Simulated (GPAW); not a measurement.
Crystal: NiMoIrPdW.

```
Ni Mo Pd Ir W
1.0
     4.11705    0.00000    0.00000
    -2.05853    3.56547    0.00000
     0.00000    0.00000    5.44580
Ni Mo Pd Ir W
1 1 1 1 1
Direct
  0.00000 0.00000 0.95775
  0.66667 0.33333 0.96161
  0.66667 0.33333 0.46295
  0.33333 0.66667 0.72572
  0.33333 0.66667 0.23642
```

The cell was built by a generator and needn't be a form met in nature.

Base run:

```yaml
Program: GPAW 26.7.0
Functional: revPBE
Potentials_or_basis: the program's PAW data sets (release 1.2.1) made for this functional
Cutoff: 600 eV
Basis: pw
k_mesh: 5 × 5 × 4
Occupations: fermi-dirac, width 0.05 eV
Spin: collinear spin, ferromagnetic start
Starting_moments: "[1.0, 1.0, 0.0, 0.6, 0.0] μB"
```

Its results: pressure 3.1 GPa; net moment 0.00 μB per cell; largest force 0.209 eV/Å.

Task: After a change of settings the same cell gave: pressure 4.2 GPa; net moment 0.00 μB per cell; largest force 0.217 eV/Å. Which change was it?
A. functional from revPBE to LDA
B. functional from revPBE to PBEsol; potentials or basis from the program's PAW data sets (release 1.2.1) made for this functional to PAW data sets generated in the run's folder for this functional
C. functional from revPBE to RPBE
D. functional from revPBE to BLYP; potentials or basis from the program's PAW data sets (release 1.2.1) made for this functional to PAW data sets generated in the run's folder for this functional

Result: C.

Caveats: the stock nickel data set gives pressures a few GPa off other programs.

Runs at the PBE level aren't shown here.
